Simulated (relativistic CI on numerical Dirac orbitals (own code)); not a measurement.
# Tm²⁴⁺: one ion under different settings

How much do the settings matter for Tm²⁴⁺? One ion, several inputs.

The numbers are computed with relativistic CI on numerical Dirac orbitals (own code) version 3 (Dirac-Coulomb-Breit CI, KLI orbitals optimised for each configuration, model QED (radiative potential, 1s self-energy scaled to tabulated hydrogen-like ionisation energies), numerical settings as typed), except any that are marked as measured or tabulated.

**1. The system**

- ion: Tm²⁴⁺ (Tm XXV)
- nuclear charge: 69
- electrons: 45
- isotope: A = 169

**2. Usual settings**

The run's settings:

```ini
atom Tm  Z=69  charge=24  electrons=45
nucleus A=169  rms_radius_fm=5.2256
hamiltonian dirac-coulomb  breit=on  qed=on  c_scale=1
orbitals kli  potential=per-configuration
slater_scale 1
correlation none
mixing on
grid step=0.0125 r_max=6
scf mixing=0.4 start=green max_iterations=150 tolerance=2e-08 node_fill=0.05
configurations
  [Kr] 4d9
  [Ar] 3d10 4s2 4p5 4d10
  [Kr] 4d8 4f
  [Ar] 3d10 4s 4p6 4d10
  [Ar] 3d10 4s2 4p5 4d9 4f
end
```

Run with:

```bash
python run_levels.py task.json out
```

One command runs all members of the session, one after another, from task.json.

**3. Grid step 0.006**

The settings differ from step 2 so:

```diff
@@ -7,3 +7,3 @@
 mixing on
-grid step=0.0125 r_max=6
+grid step=0.006 r_max=6
 scf mixing=0.4 start=green max_iterations=150 tolerance=2e-08 node_fill=0.05
```

**4. Start potential previous**

The settings differ from step 3 so:

```diff
@@ -7,4 +7,4 @@
 mixing on
-grid step=0.006 r_max=6
-scf mixing=0.4 start=green max_iterations=150 tolerance=2e-08 node_fill=0.05
+grid step=0.0125 r_max=6
+scf mixing=0.4 start=previous max_iterations=150 tolerance=2e-08 node_fill=0.05
 configurations
```

**5. Grid step 0.04**

The settings differ from step 4 so:

```diff
@@ -7,4 +7,4 @@
 mixing on
-grid step=0.0125 r_max=6
-scf mixing=0.4 start=previous max_iterations=150 tolerance=2e-08 node_fill=0.05
+grid step=0.04 r_max=6
+scf mixing=0.4 start=green max_iterations=150 tolerance=2e-08 node_fill=0.05
 configurations
```

**6. Tolerance 1e-14**

The settings differ from step 5 so:

```diff
@@ -7,4 +7,4 @@
 mixing on
-grid step=0.04 r_max=6
-scf mixing=0.4 start=green max_iterations=150 tolerance=2e-08 node_fill=0.05
+grid step=0.0125 r_max=6
+scf mixing=0.4 start=green max_iterations=99 tolerance=1e-14 node_fill=0.05
 configurations
```

**7. Grid step 0.08**

The settings differ from step 6 so:

```diff
@@ -7,4 +7,4 @@
 mixing on
-grid step=0.0125 r_max=6
-scf mixing=0.4 start=green max_iterations=99 tolerance=1e-14 node_fill=0.05
+grid step=0.08 r_max=6
+scf mixing=0.4 start=green max_iterations=59 tolerance=2e-08 node_fill=0.05
 configurations
```

(Steps that only read results are left out.)

What does the calculation give? Wanted: lowest level, usual settings; total energy; first excitation.

The runs gave:

| setting | total energy less usual (Ha) | largest shift of a level among the lowest eight of both runs, same label and place (cm⁻¹) | SCF iterations | time | lowest level | kind of change |
| --- | --- | --- | --- | --- | --- | --- |
| usual | 0 | 0 | 50 | 0.33 s | 4d9 2D5/2 | - |
| grid step 0.006 | -0.000166 | 0.0181 | 50 | 0.57 s | 4d9 2D5/2 | numerical |
| start potential previous | 0 | 0 | 38 | 0.25 s | 4d9 2D5/2 | numerical |
| grid step 0.04 | 0.000664 | 0.580 | 51 | 0.13 s | 4d9 2D5/2 | numerical |
| tolerance 1e-14 | 0 | 0 | 156 | 0.49 s | 4d9 2D5/2 | extreme, harmless here |
| grid step 0.08 | 0.00429 | 18.6 | 51 | 0.099 s | 4d9 2D5/2 | unsound |

| quantity | value |
| --- | --- |
| lowest level, usual settings | 4d9 2D5/2 |
| total energy | -13310.5071 Ha |
| first excitation | 87902 cm⁻¹ |

In words: Among the runs whose levels can be followed, they move most under «grid step 0.08» (unsound), by up to 18.6 cm⁻¹. No visible change in the result comes from «start potential previous» or «tolerance 1e-14». «Tolerance 1e-14» costs 156 SCF iterations against 50. Only the listed configurations are in the model.
